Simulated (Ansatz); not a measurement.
# Li+ with AsH₃: superposition error and deformation, part 2 of 2

Ansatz 0.2.0, Gaussian basis. Earlier steps stand in the parts before.

### Step 11. B3LYP-D4/def2-TZVPPD

free-b/in.yaml reads:

```yaml
crystal:
  periodic: [false, false, false]
  atoms:
    - {symbol: As, position_ang: [-0.000875, 0.000355, -0.014402]}
    - {symbol: H, position_ang: [-0.857281, 0.868328, 0.896033]}
    - {symbol: H, position_ang: [-0.291365, -1.244981, 0.810496]}
    - {symbol: H, position_ang: [1.255534, 0.304312, 0.788562]}
basis:
  gaussian: {orbitals: "def2-TZVPPD.json"}
hamiltonian: {xc: {name: B3LYP}, dispersion: d4}
```

The run is started by

```sh
ansatz run in.yaml --threads 2 --pin off --events-out ev --progress --plain --max-ram 5222MiB
```

The log of the run:

```text
Functional definition: B3LYP
  name "B3LYP"
  cite "Stephens, Devlin, Chabalowski & Frisch, J. Phys. Chem. 98, 11623 (1994) doi:10.1021/j100096a001"
  cite "Becke, Phys. Rev. A 38, 3098 (1988) doi:10.1103/PhysRevA.38.3098"
  cite "Lee, Yang & Parr, Phys. Rev. B 37, 785 (1988) doi:10.1103/PhysRevB.37.785"
  cite "Vosko, Wilk & Nusair, Can. J. Phys. 58, 1200 (1980) doi:10.1139/p80-159"
  parameter a0 = 0.2
  parameter ax = 0.72
  parameter ac = 0.81
  exchange = (1 - a0 - ax)*slater_x + ax*b88_x + a0*exact_x
  correlation = (1 - ac)*vwn_rpa_c + ac*lyp_c
609 factors; their error is unknown
mean field evaluation 1: about -60890.7262 eV, gradient 1.3e1 eV
mean field evaluation 2: about -60890.9626 eV, gradient 8.2e0 eV
mean field evaluation 4: about -60891.0476 eV, gradient 4.1e-1 eV
mean field evaluation 8: about -60891.2372 eV, gradient 1.7e-2 eV
mean field -60891.23721561 eV, -2237.7116941108 hartree, gradient 4.0e-5 eV, S^2 0.000000; 0 other end points of the search recorded, 0 dependent functions left out
reference -60891.23740775 eV, -2237.7117011715 hartree; 18, 18 occupied and 87, 87 virtual orbitals, 609 factors
Total energy: -60891.29172686 eV, -2237.7136973623 hartree
```

Run time: 0.8 s. Hardware: 2 threads, shared host.

### Step 12. wB97X-V/def2-TZVPPD

free-b/in.yaml: that of step 11 with these lines changed.

```diff
@@ -9,2 +9,2 @@
   gaussian: {orbitals: "def2-TZVPPD.json"}
-hamiltonian: {xc: {name: B3LYP}, dispersion: d4}
+hamiltonian: {xc: {name: wB97X-V}}
```

The run is started by

```sh
ansatz run in.yaml --threads 2 --pin off --events-out ev --progress --plain --max-ram 5222MiB
```

The log of the run (excerpt; [...] marks lines left out):

```text
[... 5 set-up lines as earlier in the session ...]
[...]
      + integral(e_c_pw_opposite_spin*poly(b97_u_opposite, cos0, cos1)) + vv10(b, c)
602 factors; their error is unknown
154 factors; integrals over basis functions are off by at most 1.4e-5 eV
[...]
mean field -60884.23926176 eV, -2237.4545240500 hartree, gradient 3.5e-5 eV, S^2 0.000000; 0 other end points of the search recorded, 0 dependent functions left out
reference -60884.23926033 eV, -2237.4545239977 hartree; 18, 18 occupied and 87, 87 virtual orbitals, 602 factors
Total energy: -60884.23926033 eV, -2237.4545239977 hartree
```

Wall time 2.4 s (2 threads, shared host).

### Step 13. wB97M-V/def2-TZVPPD

free-b/in.yaml: that of step 12 with these lines changed.

```diff
@@ -9,2 +9,2 @@
   gaussian: {orbitals: "def2-TZVPPD.json"}
-hamiltonian: {xc: {name: wB97X-V}}
+hamiltonian: {xc: {name: wB97M-V}}
```

The run is started by

```sh
ansatz run in.yaml --threads 2 --pin off --events-out ev --progress --plain --max-ram 5222MiB
```

The log of the run (excerpt; [...] marks lines left out):

```text
[... 5 set-up lines as earlier in the session ...]
  # Of w^i u^j: cxij and so on, Table III.
[...]
  gx(w, u) = 1 - cx + cx01*u + cx10*w
  gss(w, u) = css00 + css04*u^4 + css10*w + css20*w^2 + css43*w^4*u^3
  gos(w, u) = cos00 + cos10*w + (cos20 + cos21*u)*w^2 + (cos60 + cos61*u)*w^6
[...]
      + integral(e_c_pw_mod_opposite_spin*gos(b97_w_opposite, b97_u_opposite)) + vv10(b, c)
595 factors; their error is unknown
154 factors; integrals over basis functions are off by at most 1.4e-5 eV
[...]
mean field -60886.06675073 eV, -2237.5216830311 hartree, gradient 3.7e-5 eV, S^2 0.000000; 0 other end points of the search recorded, 0 dependent functions left out
reference -60886.06678573 eV, -2237.5216843173 hartree; 18, 18 occupied and 87, 87 virtual orbitals, 595 factors
Total energy: -60886.06678573 eV, -2237.5216843173 hartree
```

Run time: 2.8 s. Hardware: 2 threads, shared host.

### Step 14. B2PLYP/def2-TZVPPD

free-b/in.yaml: that of step 13 with these lines changed.

```diff
@@ -9,2 +9,2 @@
   gaussian: {orbitals: "def2-TZVPPD.json"}
-hamiltonian: {xc: {name: wB97M-V}}
+hamiltonian: {xc: {name: B2PLYP}}
```

The run is started by

```sh
ansatz run in.yaml --threads 2 --pin off --events-out ev --progress --plain --max-ram 5222MiB
```

The log of the run (excerpt; [...] marks lines left out):

```text
[... 5 set-up lines as earlier in the session ...]
[...]
602 factors; integrals over basis functions are off by at most 6.4e-4 eV
[...]
mean field -60877.06319971 eV, -2237.1908086337 hartree, gradient 8.6e-6 eV, S^2 0.000000; 0 other end points of the search recorded, 0 dependent functions left out
9 core orbitals not correlated: weight in the atoms' cores, before any rotation towards them, 1.000 or more for the frozen orbitals, at most 0.000 for the correlated occupied ones
reference -60877.06332470 eV, -2237.1908132272 hartree; 9, 9 occupied and 87, 87 virtual orbitals, 602 factors
second order -9.50589980 eV of doubles, -0.00000000 eV of singles
Total energy: -60879.62991765 eV, -2237.2851337783 hartree
```

It took 1.5 s on 2 threads, shared host.

### Step 15. BLYP-D4/def2-TZVPPD

free-b/in.yaml: that of step 14 with these lines changed.

```diff
@@ -9,2 +9,2 @@
   gaussian: {orbitals: "def2-TZVPPD.json"}
-hamiltonian: {xc: {name: B2PLYP}}
+hamiltonian: {xc: {name: BLYP}, dispersion: d4}
```

The run is started by

```sh
ansatz run in.yaml --threads 2 --pin off --events-out ev --progress --plain --max-ram 5222MiB
```

The log of the run:

```text
Functional definition: BLYP
  name "BLYP"
[... 2 set-up lines as earlier in the session ...]
  parameter beta = 0.0042
  parameter a = 0.04918
  parameter b = 0.132
  parameter c = 0.2533
  parameter d = 0.349
  exchange = b88_x(beta = beta)
  correlation = lyp_c(a = a, b = b, c = c, d = d)
584 factors; their error is unknown
mean field evaluation 1: about -60890.2576 eV, gradient 2.0e1 eV
mean field evaluation 2: about -60890.6450 eV, gradient 1.6e1 eV
mean field evaluation 4: about -60891.0404 eV, gradient 7.2e-1 eV
mean field evaluation 8: about -60891.0321 eV, gradient 1.7e-1 eV
mean field evaluation 16: about -60891.0322 eV, gradient 2.1e-5 eV
mean field -60891.03215389 eV, -2237.7041582313 hartree, gradient 2.1e-5 eV, S^2 0.000000; 0 other end points of the search recorded, 0 dependent functions left out
reference -60891.03240250 eV, -2237.7041673676 hartree; 18, 18 occupied and 87, 87 virtual orbitals, 584 factors
Total energy: -60891.11005914 eV, -2237.7070211964 hartree
```

Wall time 0.85 s (2 threads, shared host).

### Step 16. revPBE-D4/def2-TZVPPD

free-b/in.yaml: that of step 15 with these lines changed.

```diff
@@ -9,2 +9,2 @@
   gaussian: {orbitals: "def2-TZVPPD.json"}
-hamiltonian: {xc: {name: BLYP}, dispersion: d4}
+hamiltonian: {xc: {name: revPBE}, dispersion: d4}
```

The run is started by

```sh
ansatz run in.yaml --threads 2 --pin off --events-out ev --progress --plain --max-ram 5222MiB
```

The log of the run (excerpt; [...] marks lines left out):

```text
Functional definition: revPBE
  name "revPBE"
  cite "Zhang & Yang, Phys. Rev. Lett. 80, 890 (1998) doi:10.1103/PhysRevLett.80.890"
[... 1 set-up line as earlier in the session ...]
  parameter kappa = 1.245
[... 3 set-up lines as earlier in the session ...]
584 factors; their error is unknown
mean field evaluation 1: about -60884.4850 eV, gradient 1.7e1 eV
mean field evaluation 2: about -60884.7825 eV, gradient 1.4e1 eV
mean field evaluation 4: about -60885.1085 eV, gradient 6.3e-1 eV
mean field evaluation 8: about -60885.1003 eV, gradient 1.6e-1 eV
mean field evaluation 16: about -60885.1003 eV, gradient 1.3e-5 eV
mean field -60885.10029936 eV, -2237.4861665983 hartree, gradient 1.3e-5 eV, S^2 0.000000; 0 other end points of the search recorded, 0 dependent functions left out
reference -60885.10033574 eV, -2237.4861679353 hartree; 18, 18 occupied and 87, 87 virtual orbitals, 584 factors
Total energy: -60885.22160280 eV, -2237.4906244173 hartree
```

Wall time 0.7 s (2 threads, shared host).

### Step 17. B97M-V/def2-TZVPPD

free-b/in.yaml: that of step 16 with these lines changed.

```diff
@@ -9,2 +9,2 @@
   gaussian: {orbitals: "def2-TZVPPD.json"}
-hamiltonian: {xc: {name: revPBE}, dispersion: d4}
+hamiltonian: {xc: {name: B97M-V}}
```

The run is started by

```sh
ansatz run in.yaml --threads 2 --pin off --events-out ev --progress --plain --max-ram 5222MiB
```

The log of the run (excerpt; [...] marks lines left out):

```text
[... 5 set-up lines as earlier in the session ...]
  # Of w^i u^j: cxij and so on, Table III.
[...]
  gx(w, u) = cx00 + cx01*u + cx02*u^2 + (cx10 + cx11*u)*w
  gss(w, u) = css00 + css02*u^2 + css10*w + (css32*w^3 + css42*w^4)*u^2
  gos(w, u) = cos00 + cos01*u + cos03*u^3 + cos10*w + cos32*w^3*u^2
[...]
      + integral(e_c_pw_mod_opposite_spin*gos(b97_w_opposite, b97_u_opposite)) + vv10(b, c)
584 factors; their error is unknown
[...]
mean field -60878.68959979 eV, -2237.2505777345 hartree, gradient 3.2e-5 eV, S^2 0.000000; 0 other end points of the search recorded, 0 dependent functions left out
reference -60878.68964219 eV, -2237.2505792926 hartree; 18, 18 occupied and 87, 87 virtual orbitals, 584 factors
Total energy: -60878.68964219 eV, -2237.2505792926 hartree
```

It took 2.7 s on 2 threads, shared host.

### Step 18. HSE06-D4/def2-TZVPPD

free-b/in.yaml: that of step 17 with these lines changed.

```diff
@@ -9,2 +9,2 @@
   gaussian: {orbitals: "def2-TZVPPD.json"}
-hamiltonian: {xc: {name: B97M-V}}
+hamiltonian: {xc: hse06, dispersion: d4}
```

The run is started by

```sh
ansatz run in.yaml --threads 2 --pin off --events-out ev --progress --plain --max-ram 5222MiB
```

The log of the run (excerpt; [...] marks lines left out):

```text
Functional definition: HSE06
  name "HSE06"
  cite "Heyd, Scuseria & Ernzerhof, J. Chem. Phys. 118, 8207 (2003) doi:10.1063/1.1564060"
  cite "Krukau, Vydrov, Izmaylov & Scuseria, J. Chem. Phys. 125, 224106 (2006) doi:10.1063/1.2404663"
  cite "Heyd & Scuseria, J. Chem. Phys. 120, 7274 (2004) doi:10.1063/1.1668634"
  cite "Ernzerhof & Perdew, J. Chem. Phys. 109, 3313 (1998) doi:10.1063/1.476928"
[... 2 set-up lines as earlier in the session ...]
[...]
  # The whole range is PBE's own exchange, as in plane waves. The composition of these papers is wPBEh.
[...]
614 factors; their error is unknown
56 factors; integrals over basis functions are off by at most 3.9e-6 eV
[...]
mean field -60882.40729638 eV, -2237.3872005642 hartree, gradient 9.9e-6 eV, S^2 0.000000; 0 other end points of the search recorded, 0 dependent functions left out
reference -60882.40732695 eV, -2237.3872016877 hartree; 18, 18 occupied and 87, 87 virtual orbitals, 614 factors
Total energy: -60882.43223292 eV, -2237.3881169652 hartree
```

Run time: 1 s. Hardware: 2 threads, shared host.

### Step 19. CCSD(T)/def2-TZVPPD

free-b/in.yaml: that of step 18 with these lines changed.

```diff
@@ -9,2 +9,2 @@
   gaussian: {orbitals: "def2-TZVPPD.json"}
-hamiltonian: {xc: hse06, dispersion: d4}
+correlation: {method: ccsd_t}
```

The run is started by

```sh
ansatz run in.yaml --threads 2 --pin off --events-out ev --progress --plain --max-ram 5222MiB
```

The log of the run (excerpt; [...] marks lines left out):

```text
[... 4 set-up lines as earlier in the session ...]
[...]
602 factors; integrals over basis functions are off by at most 6.4e-4 eV
[...]
mean field -60842.80007152 eV, -2235.9316618974 hartree, gradient 2.8e-6 eV, S^2 0.000000; 0 other end points of the search recorded, 0 dependent functions left out
9 core orbitals not correlated: weight in the atoms' cores, before any rotation towards them, 1.000 or more for the frozen orbitals, at most 0.000 for the correlated occupied ones
reference -60842.80007152 eV, -2235.9316618974 hartree; 9, 9 occupied and 87, 87 virtual orbitals, 602 factors
second order -7.86282502 eV of doubles, -0.00000000 eV of singles
cycle   1  -8.03488729 eV  change   -1.7e-1 eV  update   6.8e-2
[...]
cycle   8  -8.34623200 eV  change   -1.6e-5 eV  update   1.8e-5
perturbative correction -0.26803123 eV, -0.0098499661 hartree
Total energy: -60851.41433476 eV, -2236.2482302323 hartree
```

It took 2.1 s on 2 threads, shared host.

### Step 20. The split

```
      method  interaction with counterpoise (kcal/mol)  without  superposition error  deformation  binding energy
      PBE-D4                                    -25.71   -25.86                 0.15         2.38          -23.32
   revPBE-D4                                    -25.01   -25.18                 0.18         2.42          -22.59
     BLYP-D4                                    -24.90   -25.06                 0.16         2.37          -22.53
   r2SCAN-D4                                    -23.73   -23.85                 0.12         2.01          -21.73
      B97M-V                                    -24.14   -24.26                 0.12         1.75          -22.39
     PBE0-D4                                    -26.01   -26.13                 0.13         1.82          -24.19
    B3LYP-D4                                    -25.40   -25.53                 0.13         1.89          -23.51
    HSE06-D4                                    -26.01   -26.13                 0.12         1.83          -24.18
     wB97X-V                                    -25.61   -25.74                 0.12         1.43          -24.19
     wB97M-V                                    -24.59   -24.75                 0.16         1.63          -22.96
      B2PLYP                                    -24.89   -25.12                 0.23         1.59          -23.31
Hartree-Fock                                    -24.91   -25.02                 0.11         0.46          -24.46
         MP2                                    -23.75   -24.22                 0.47         1.25          -22.51
        CCSD                                    -23.86   -24.29                 0.43         1.38          -22.48
     CCSD(T)                                    -23.71   -24.17                 0.46         1.52          -22.19
```

### Step 21. Outcome

What follows sums up all 2 parts.

| quantity | value |
| --- | --- |
| interaction, CCSD(T) | -23.71 kcal/mol |
| superposition error | 0.46 kcal/mol |
| deformation | 1.52 kcal/mol |
| binding energy | -22.19 kcal/mol |

In this basis the superposition error is 0.46 kcal/mol for CCSD(T) and 0.14 kcal/mol on average for the plain functionals: correlated methods borrow far more, since they need many more functions to converge. Deformation takes back 6 % of the interaction.
